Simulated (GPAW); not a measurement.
TaTi3:

```
CELL_PARAMETERS angstrom
4.13305 0.00000 0.00000
0.00000 4.13305 0.00000
0.00000 0.00000 4.13305
ATOMIC_POSITIONS crystal
Ta 0.00000 0.00000 0.00000
Ti 0.50000 0.50000 0.00000
Ti 0.50000 0.00000 0.50000
Ti 0.00000 0.50000 0.50000
```

The cell comes from a database or a generator and needn't be the stable form of this composition.

- Program: GPAW 26.7.0
- Task: single point
- Functional: PBEsol
- Potentials or basis: PAW data sets generated in the run's folder for this functional
- Cutoff: 600 eV
- Basis: pw
- k mesh: 7 × 7 × 7
- Occupations: fermi-dirac, width 0.05 eV
- Spin: no spin polarisation

On this cell: pressure -5.1 GPa; largest force zero by symmetry; band gap on the k mesh none (metal or under the smearing width).

The same run follows on a disturbed copy (atoms moved at random, drawn with an rms of 0.05 Å):

```xyz
4
Lattice="4.1331 0.0000 0.0000 0.0000 4.1331 0.0000 0.0000 0.0000 4.1331" Properties=species:S:1:pos:R:3 pbc="T T T"
Ta    0.0333   -0.0242   -0.0255
Ti    2.0654    2.0497   -0.0388
Ti    2.0770   -0.0412    2.0524
Ti    0.0113    2.0697    2.0777
```

Q: What does the disturbed cell give?

A: The energy (extrapolated to zero smearing) moves by +3.5 meV/atom; pressure -5.0 GPa; largest force 0.316 eV/Å; band gap on the k mesh none (metal or under the smearing width).

Forces in eV/Å, atoms in the order of the input:
```
Ta  -0.191  0.113  0.157
Ti   0.143 -0.087  0.188
Ti   0.079  0.174 -0.102
Ti  -0.031 -0.199 -0.243
```
